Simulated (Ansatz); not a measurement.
# CdSe: how the settings move a relaxation

How sensitive is a relaxation of CdSe to its settings? A reference run comes first, then one run with altered input.

Method: reference: DFT, PBE, PAW with Ansatz's default frozen-core files, scalar-relativistic, in Ansatz 0.2.0.

2 further runs of the same task are left out: 2 that didn't finish.

## 1. The starting structure

It takes space group F-43m (No. 216, cubic). Conventional cell: a = 5.817 Å, b = 5.817 Å, c = 5.817 Å, α = 90.00°, β = 90.00°, γ = 90.00°. Cd (site symmetry -43m) is surrounded by 4 Se at 2.52 Å. Se (site symmetry -43m) has 4 Cd at 2.52 Å as nearest neighbours.

Coordinates:

```cif
data_structure
_symmetry_space_group_name_H-M 'P 1'
_symmetry_Int_Tables_number 1
_cell_length_a 4.1131
_cell_length_b 4.1131
_cell_length_c 4.1131
_cell_angle_alpha 60.000
_cell_angle_beta 60.000
_cell_angle_gamma 60.000
_cell_volume 49.20
loop_
_atom_site_label
_atom_site_type_symbol
_atom_site_fract_x
_atom_site_fract_y
_atom_site_fract_z
_atom_site_occupancy
Cd1 Cd 0.00000 0.00000 0.00000 1
Se1 Se 0.25000 0.25000 0.25000 1
```

## 2. The reference run

The input, input.yaml:

```yaml
crystal:
  lattice:
    - [0.0, 2.908370386, 2.908370386]
    - [2.908370386, 0.0, 2.908370386]
    - [2.908370386, 2.908370386, 0.0]
  atoms:
    - { symbol: Cd, position: [0.0, 0.0, 0.0] }
    - { symbol: Se, position: [0.25, 0.25, 0.25] }
kpoints:
  mp_grid: { grid: [8, 8, 8] }
scf:
  occupations: { method: fermi_dirac, width: 0.03 }
hamiltonian:
  xc: pbe
  pseudopotentials: { kind: paw }
output:
  forces: true
  stress: true
  write_density: true
  write_potential: true
  elf: true
  volumetric_format: npy
relax:
  f_tol: 0.01
  max_steps: 30
```

Run with:

```bash
$ ansatz run input.yaml --threads 1 --pin off --max-ram 2048MiB --backend cpu --events-out ev --progress --plain --runs-dir out
```

## 3. Changing settings: chi_scale 0.3

Changes to input.yaml since step 2:

```diff
@@ -12,2 +12,3 @@
   occupations: { method: fermi_dirac, width: 0.03 }
+  initial_density: { chi_scale: 0.3 }
 hamiltonian:
```

What does the calculation give? Wanted: for each run, ending; energy change; pressure; gap; force.

**Answer**, as computed:

| run | ending | energy change | pressure (GPa) | gap (eV) | force (eV/Å) | cycles | time |
| --- | --- | --- | --- | --- | --- | --- | --- |
| reference | converged | 0 | 13.2 | 0.87 | 0.00 | 6 | 3.6 s |
| 1: chi_scale 0.3 | converged | 0.0 meV/atom | 13.2 | 0.87 | 0.00 | 8 | 3.9 s |

What this shows: Same state: the changed start leaves the energy within 0.5 meV/atom. Cost: 8 SCF cycles against 6. The structure is not at rest: the sound run finds 13 GPa, so these are no properties of the relaxed crystal. Symmetry fixes the atoms and the cell is held, so no setting can move this relaxation. 
